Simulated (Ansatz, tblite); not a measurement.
# The cluster Mg₉Se₉: one state, many levels

The task here is to estimate one member of a computed series from the others.

The runs use Ansatz 0.2.0, Gaussian basis; as each input shows.

Levels to be run: GFN1-xTB, GFN2-xTB, PBE-D4/def2-SVP, r2SCAN-D4/def2-SVP, BLYP-D4/def2-SVP, PBE0-D4/def2-TZVP, PBE-D4/def2-TZVP, HF/STO-3G, MP2/def2-SVP, RPA/def2-SVP.

2 further runs of the same task are left out: 2 set aside as unsound or not needed.

### The geometry

The singlet was relaxed beforehand with PBE-D4/def2-SVP. At that level it is the lowest of the isomers that a small search found.

18 atoms, charge 0, spin multiplicity 1.

Bond lengths: Mg1–Se11 2.437 Å, Mg1–Se13 2.492 Å, Mg1–Se17 2.780 Å, Mg2–Se10 2.683 Å, Mg2–Se14 2.712 Å, Mg2–Se17 2.925 Å, Mg2–Se18 2.556 Å, Mg3–Se14 2.520 Å, Mg3–Se15 2.620 Å, Mg3–Se16 2.660 Å, Mg4–Se12 2.794 Å, Mg4–Se13 2.602 Å, Mg4–Se15 2.556 Å, Mg4–Se17 2.842 Å, Mg5–Se12 2.710 Å, Mg5–Se13 2.627 Å, Mg5–Se17 2.957 Å, Mg5–Se18 2.584 Å and more. Angles: Se11–Mg1–Se13 150.8°, Se11–Mg1–Se17 107.7°, Se13–Mg1–Se17 90.2°, Se10–Mg2–Se14 94.8°, Se10–Mg2–Se17 87.3°, Se10–Mg2–Se18 130.2°, Se14–Mg2–Se17 87.5°, Se14–Mg2–Se18 134.9°, Se17–Mg2–Se18 97.2°, Se14–Mg3–Se15 155.7°, Se14–Mg3–Se16 101.5°, Se15–Mg3–Se16 102.5°, Se12–Mg4–Se13 86.3°, Se12–Mg4–Se15 100.9°, Se12–Mg4–Se17 108.7°, Se13–Mg4–Se15 170.6°, Se13–Mg4–Se17 86.6°, Se15–Mg4–Se17 96.7° and more.

PBE0-D4/def2-SVP was run before; its log isn't repeated, and its numbers join the tables.

The first run:

Tight binding, by tblite at 300 K electronic temperature and without a spin-polarisation term:

```python
tblite.interface.Calculator('GFN1-xTB', numbers, positions, charge=0, uhf=0).singlepoint()
```

Tight binding, by tblite at 300 K electronic temperature and without a spin-polarisation term:

```python
tblite.interface.Calculator('GFN2-xTB', numbers, positions, charge=0, uhf=0).singlepoint()
```

start.molden holds the orbitals of an earlier run on this state, given as this run's starting guess.

in.yaml

```yaml
crystal:
  periodic: [false, false, false]
  atoms:
    - {symbol: Mg, position_ang: [1.189168, -3.135150, 1.297136]}
    - {symbol: Mg, position_ang: [-1.950182, -0.165021, -1.408810]}
    - {symbol: Mg, position_ang: [0.884964, 2.081541, -1.459640]}
    - {symbol: Mg, position_ang: [2.045674, 0.410687, 1.510514]}
    - {symbol: Mg, position_ang: [-0.730950, -0.399673, 2.021117]}
    - {symbol: Mg, position_ang: [-1.579042, 2.487877, 1.027744]}
    - {symbol: Mg, position_ang: [0.099257, -1.066478, -3.131140]}
    - {symbol: Mg, position_ang: [1.351935, 3.531725, 1.157285]}
    - {symbol: Mg, position_ang: [-0.802030, -3.529082, -1.070313]}
    - {symbol: Se, position_ang: [-2.058706, -2.396538, -2.894842]}
    - {symbol: Se, position_ang: [0.263914, -5.182722, 0.352779]}
    - {symbol: Se, position_ang: [0.195277, 2.000704, 2.872841]}
    - {symbol: Se, position_ang: [1.372762, -1.487539, 3.158230]}
    - {symbol: Se, position_ang: [-0.656790, 1.296838, -3.292268]}
    - {symbol: Se, position_ang: [3.098004, 2.132502, -0.058803]}
    - {symbol: Se, position_ang: [-0.460891, 4.158838, -0.484851]}
    - {symbol: Se, position_ang: [0.676090, -1.070291, -0.491962]}
    - {symbol: Se, position_ang: [-2.938442, 0.331785, 0.895004]}
basis:
  gaussian: {orbitals: def2-SVP, fitting: {mean_field: def2-universal-jkfit}, initial_orbitals: start.molden}
hamiltonian: {xc: pbe, dispersion: d4}
scf: {omitted_lower_state_checks: [starts]}
output: {forces: true, orbitals: {seedname: orbitals}}
```

Command:

```sh
$ ansatz run in.yaml --threads 2 --pin off --events-out ev --progress --plain --max-ram 22528MiB --backend cuda --devices 0, --max-vram 18GiB
```

Among the steps run: PBE-D4/def2-SVP; r2SCAN-D4/def2-SVP; BLYP-D4/def2-SVP; PBE0-D4/def2-TZVP; PBE-D4/def2-TZVP; HF/STO-3G; MP2/def2-SVP; RPA/def2-SVP.

One of the session's tables, all rows but one given; the rest of the session is left out.

It belongs to the step «Binding energy». 

```
             level  binding an atom (eV)
         HF/STO-3G                 4.139
       HF/def2-SVP                 2.067
   PBE-D4/def2-SVP                 2.982
  PBE-D4/def2-TZVP                 2.953
  BLYP-D4/def2-SVP                 2.775
r2SCAN-D4/def2-SVP                     ?
  PBE0-D4/def2-SVP                 2.971
 PBE0-D4/def2-TZVP                 2.952
      RPA/def2-SVP                 2.467
      MP2/def2-SVP                 2.897
```

**Question.** Estimate the row for r2SCAN-D4/def2-SVP.

The run gave: binding an atom (eV): 3.073. In the column «binding an atom (eV)» it lies between PBE-D4/def2-SVP (2.982) and HF/STO-3G (4.139).

Caveats from the session: Free atoms were run apart at each level; binding is atoms less cluster, divided by the number of atoms, without zero-point or spin-orbit terms.
